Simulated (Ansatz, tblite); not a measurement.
# Ge(CF3)Me3 (C₄H₉F₃Ge): rung by rung

Aim: run the singlet of Ge(CF3)Me3 (C₄H₉F₃Ge) at one geometry on many levels, and compare frontier levels, spin and run time.

Computed with Ansatz 0.2.0, Gaussian basis. Level: as each input shows.

Levels to be run: GFN1-xTB, GFN2-xTB, PBE-D4/def2-TZVP, r2SCAN-D4/def2-TZVP, ωB97X-V/def2-TZVP, r2SCANh-D4/def2-TZVP, LC-ωPBE/def2-TZVP, PBE-D4/def2-SVP, PBE0-D4/def2-SVP, PBE0-D4/def2-TZVPD, PBE-D4/def2-TZVPD, CCSD(T)/def2-SVP, MP2/def2-TZVP, RPA/def2-TZVP.

5 further runs of the same task are left out: 3 that didn't finish, 2 set aside as unsound or not needed.

### Step 1. The structure

The singlet was relaxed beforehand with PBE0-D4/def2-SVP.

17 atoms, charge 0, spin multiplicity 1.

Bond lengths: Ge1–C2 1.999 Å, Ge1–C6 1.946 Å, Ge1–C10 1.946 Å, Ge1–C14 1.946 Å, C2–F3 1.345 Å, C2–F4 1.345 Å, C2–F5 1.345 Å, C6–H7 1.100 Å, C6–H8 1.100 Å, C6–H9 1.100 Å, C10–H11 1.100 Å, C10–H12 1.100 Å, C10–H13 1.100 Å, C14–H15 1.100 Å, C14–H16 1.100 Å, C14–H17 1.100 Å. Angles: C2–Ge1–C6 106.3°, C2–Ge1–C10 106.3°, C2–Ge1–C14 106.4°, C6–Ge1–C10 112.4°, C6–Ge1–C14 112.4°, C10–Ge1–C14 112.4°, Ge1–C2–F3 112.0°, Ge1–C2–F4 112.0°, Ge1–C2–F5 112.0°, F3–C2–F4 106.8°, F3–C2–F5 106.8°, F4–C2–F5 106.8°, Ge1–C6–H7 110.5°, Ge1–C6–H8 110.4°, Ge1–C6–H9 110.4°, H7–C6–H8 108.5°, H7–C6–H9 108.5°, H8–C6–H9 108.5° and more.

PBE0-D4/def2-TZVP was run before; its log isn't repeated, and its numbers join the tables.

### Step 2. GFN1-xTB

Tight binding, by tblite at 300 K electronic temperature and without a spin-polarisation term:

```python
tblite.interface.Calculator('GFN1-xTB', numbers, positions, charge=0, uhf=0).singlepoint()
```

Energy -827.6028 eV, HOMO -12.25 eV, LUMO -4.72 eV; 0.042 s.

### Step 3. GFN2-xTB

Tight binding, by tblite at 300 K electronic temperature and without a spin-polarisation term:

```python
tblite.interface.Calculator('GFN2-xTB', numbers, positions, charge=0, uhf=0).singlepoint()
```

Energy -796.5874 eV, HOMO -11.59 eV, LUMO -2.63 eV; 0.026 s.

### Step 4. PBE-D4/def2-TZVP

start.molden holds the orbitals of an earlier run on this state, given as this run's starting guess.

File in.yaml:

```yaml
crystal:
  periodic: [false, false, false]
  atoms:
    - {symbol: Ge, position_ang: [0.000127, 0.000944, -0.115472]}
    - {symbol: C, position_ang: [-0.003003, -0.014851, 1.883781]}
    - {symbol: F, position_ang: [-1.250799, -0.007202, 2.386151]}
    - {symbol: F, position_ang: [0.629834, 1.055293, 2.397380]}
    - {symbol: F, position_ang: [0.609711, -1.104590, 2.380298]}
    - {symbol: C, position_ang: [1.868804, -0.000758, -0.660086]}
    - {symbol: H, position_ang: [1.950582, 0.008807, -1.757106]}
    - {symbol: H, position_ang: [2.378685, -0.898306, -0.280839]}
    - {symbol: H, position_ang: [2.384875, 0.886232, -0.264731]}
    - {symbol: C, position_ang: [-0.927734, 1.625678, -0.652003]}
    - {symbol: H, position_ang: [-0.967213, 1.702652, -1.748702]}
    - {symbol: H, position_ang: [-0.408737, 2.512152, -0.259322]}
    - {symbol: H, position_ang: [-1.957396, 1.625296, -0.265756]}
    - {symbol: C, position_ang: [-0.937937, -1.609206, -0.677645]}
    - {symbol: H, position_ang: [-1.968882, -1.606816, -0.294837]}
    - {symbol: H, position_ang: [-0.426617, -2.504770, -0.295672]}
    - {symbol: H, position_ang: [-0.974292, -1.670565, -1.775438]}
basis:
  gaussian: {orbitals: def2-TZVP, initial_orbitals: start.molden}
hamiltonian: {xc: pbe, dispersion: d4}
scf: {omitted_lower_state_checks: [starts]}
output: {forces: true, orbitals: {seedname: orbitals}}
```

Command:

```
$ ansatz run in.yaml --threads 4 --pin off --events-out ev --progress --plain --max-ram 4787MiB
```

The runs that follow: r2SCAN-D4/def2-TZVP; ωB97X-V/def2-TZVP; r2SCANh-D4/def2-TZVP; LC-ωPBE/def2-TZVP; PBE-D4/def2-SVP; PBE0-D4/def2-SVP; PBE0-D4/def2-TZVPD; PBE-D4/def2-TZVPD; CCSD(T)/def2-SVP; MP2/def2-TZVP; RPA/def2-TZVP.

**Question.** What will the summary of the whole plan be? Wanted: gap in def2-TZVP, named functionals, smallest and largest; correlation energy, CCSD(T)/def2-SVP; correlation energy, MP2/def2-TZVP; binding an atom, CCSD(T)/def2-SVP; PBE0 total energy, smallest basis above largest.

As calculated:

```
                                                 quantity                                 value
gap in def2-TZVP, named functionals, smallest and largest  7.03 eV (PBE-D4), 14.01 eV (LC-ωPBE)
                     correlation energy, CCSD(T)/def2-SVP                             -39.11 eV
                        correlation energy, MP2/def2-TZVP                             -45.55 eV
                        binding an atom, CCSD(T)/def2-SVP                              3.747 eV
          PBE0 total energy, smallest basis above largest       21.80 eV (def2-SVP, def2-TZVPD)
```

What this shows: Over the named functionals in def2-TZVP the gap runs from 7.03 eV (PBE-D4) to 14.01 eV (LC-ωPBE); exact exchange widens it. The functionals in def2-TZVP miss CCSD(T)/def2-SVP by +0.171 (r2SCANh-D4) to +0.269 eV (PBE-D4) an atom. The yardstick is in a double-zeta basis, so levels in larger sets aren't compared like for like. CCSD(T)/def2-SVP isn't at the basis-set limit; small misses against it rank nothing.
